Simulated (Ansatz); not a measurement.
Pt, space group P6_3/mmc, a check of PAW against all-electron LAPW

Program: the Ansatz DFT code, driven from Python.

Run as a notebook:

**Cell 1**
```python
import ansatz as az
import numpy as np
```

**Cell 2**
```python
FUNCTIONAL = "pbesol"
KGRID = (14, 14, 7)
```

**Cell 3**
```python
def count_gap(report):
    # lowest empty less highest filled band, counting bands; zero where they overlap
    return max(report.get("gap_by_band_count_ev") or 0.0, 0.0)
```

**Cell 4**
```python
lattice = az.Lattice.of(
    (2.76067, 0.0, 0.0),
    (-1.38033, 2.39081, 0.0),
    (0.0, 0.0, 4.79213),
)
sites = [
    ("Pt", (2 / 3, 1 / 3, 0.75)),
    ("Pt", (1 / 3, 2 / 3, 0.25)),
]
cell = az.Crystal(lattice=lattice)
for symbol, position in sites:
    cell = cell.atom(symbol, position)
```

**Cell 5**
```python
calc = (
    cell.calculation()
    .functional(FUNCTIONAL)
    .kpoints(*KGRID, center="gamma")
    .occupations(az.OccupationsMethod.FERMI_DIRAC)
    .stress()
    .forces()
    .band_table()
)
variants = {
    "PAW": calc.pseudopotentials("paw"),
    "LAPW": calc.pseudopotentials("all_electron", lapw=True),
}
# totals differ by the cores that each treatment holds, so compare what does not depend on them
rows = []
for label, variant in variants.items():
    rep = variant.run(threads=1).report
    levels = np.array(rep["eigenvalues_ev"][0]) - rep["fermi_energy_ev"]
    print(label, "levels at the first k-point near E_F:", np.round(levels[np.abs(levels) < 5], 3))
    rows.append((label, rep["n_electrons"], np.trace(rep["stress_gpa"]) / 3, count_gap(rep)))
print("     treatment  electrons in bands           P GPa  gap by band count eV")
for row in rows:
    print(f"{str(row[0]):>14s}  {row[1]:18.1f}  {row[2]:14.3f}  {row[3]:20.3f}")
```
Output:
```text
DeckWarning: basis.ecutwfc = 420 eV, auto-derived from the records' recommended cutoffs: set by Pt (normal level)
PAW levels at the first k-point near E_F: [-3.963 -3.422 -3.422 -3.056 -3.056 -1.806 -1.806 -0.805 -0.224 -0.224
  4.633]
LAPW levels at the first k-point near E_F: [-3.965 -3.42  -3.42  -3.053 -3.053 -1.808 -1.808 -0.81  -0.225 -0.225
  4.63 ]
     treatment  electrons in bands           P GPa  gap by band count eV
           PAW                36.0         -10.570                 0.000
          LAPW                84.0         -10.601                 0.000
```

PAW gives -10.570 GPa and LAPW -10.601 GPa, 0.031 GPa apart. They took 1.9 and 60.3 s of processor time.

What to keep in mind:
- Total energies depend on the potentials; only differences at equal settings carry meaning. A total without «per atom» is that of the cell as typed.
- A gap by band count of zero or less means overlapping bands, a metal.
- At these settings the cell as given stands under about -11 GPa, so it isn't at this functional's equilibrium volume.
- This isn't the structure that Pt takes at ambient conditions.
- Levels are Kohn-Sham eigenvalues on this mesh, without spin-orbit coupling.
- Warnings are shown shortened and without file and line.
- Pressure is positive in compression; the treatments may keep other shells as core, so totals and counts of electrons can differ.
- Wall time of the script: 63 s on 1 thread of Intel(R) Xeon(R) Processor @ 2.30GHz, on a shared host, peak memory 0.89 GiB.
